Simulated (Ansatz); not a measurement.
# H9NO2Si3: the cost of one run

All numbers below are computed with Ansatz 0.2.0 (RKS PBE0/6-31G).

## (1) Starting point

Bond lengths: Si1–Si2 2.220 Å, Si2–H3 1.460 Å, Si2–H4 1.460 Å, Si2–H5 1.460 Å, Si1–O6 1.680 Å, O6–Si7 1.680 Å, Si7–H8 1.460 Å, Si7–H9 1.460 Å, Si7–H10 1.460 Å, Si1–O11 1.679 Å, O11–H12 1.010 Å, Si1–N13 1.819 Å, N13–H14 1.060 Å, N13–H15 1.060 Å. Angles (14 of 23 angles, heavy atoms first): Si2–Si1–O6 109.4°, Si2–Si1–O11 109.5°, Si2–Si1–N13 109.5°, O6–Si1–O11 109.5°, O6–Si1–N13 109.5°, O11–Si1–N13 109.5°, Si1–O6–Si7 125.0°, Si1–Si2–H3 109.5°, Si1–Si2–H4 109.5°, Si1–Si2–H5 109.5°, O6–Si7–H8 109.5°, O6–Si7–H9 109.5°, O6–Si7–H10 109.5°, Si1–O11–H12 109.5°.

As a file:

```xyz
15

Si    0.0000    0.0000    0.0000
Si    0.0000    0.0000    2.2200
H    -1.3148   -0.4067    2.7074
H     1.0096   -0.9353    2.7074
H     0.3052    1.3420    2.7074
O     1.5842    0.0000   -0.5594
Si    2.4906   -1.3762   -0.8866
H     1.6598   -2.3521   -1.5857
H     3.6318   -1.0202   -1.7249
H     2.9691   -1.9538    0.3660
O    -0.7913    1.3709   -0.5594
H    -1.7491    1.1401   -0.7818
N    -0.8572   -1.4851   -0.6061
H    -1.3922   -2.1014    0.0704
H    -0.8219   -1.7344   -1.6357
```

## (2) Relaxing the start

The input, input.yaml:

```yaml
crystal:
  periodic: [false, false, false]
  atoms:
    - { symbol: Si, position_ang: [0.0, 0.0, 0.0] }
    - { symbol: Si, position_ang: [0.0, 0.0, 2.22] }
    - { symbol: H, position_ang: [-1.3148, -0.4067, 2.7074] }
    - { symbol: H, position_ang: [1.0096, -0.9353, 2.7074] }
    - { symbol: H, position_ang: [0.3052, 1.342, 2.7074] }
    - { symbol: O, position_ang: [1.5842, 0.0, -0.5594] }
    - { symbol: Si, position_ang: [2.4906, -1.3762, -0.8866] }
    - { symbol: H, position_ang: [1.6598, -2.3521, -1.5857] }
    - { symbol: H, position_ang: [3.6318, -1.0202, -1.7249] }
    - { symbol: H, position_ang: [2.9691, -1.9538, 0.366] }
    - { symbol: O, position_ang: [-0.7913, 1.3709, -0.5594] }
    - { symbol: H, position_ang: [-1.7491, 1.1401, -0.7818] }
    - { symbol: "N", position_ang: [-0.8572, -1.4851, -0.6061] }
    - { symbol: H, position_ang: [-1.3922, -2.1014, 0.0704] }
    - { symbol: H, position_ang: [-0.8219, -1.7344, -1.6357] }
basis:
  gaussian: { orbitals: "6-31G" }
hamiltonian:
  xc: pbe0
relax:
  f_tol: 0.02
  max_steps: 40
```

The run is started by

```sh
ansatz run input.yaml --threads 1 --pin off --max-ram 2048MiB --backend cpu --events-out ev --progress --plain --runs-dir out
```

**Question.** How long does this run take on 1 thread of Arm Neoverse V1, shared host, and how much memory does it need?

About 4.2 min, with a peak of 0.21 GiB.
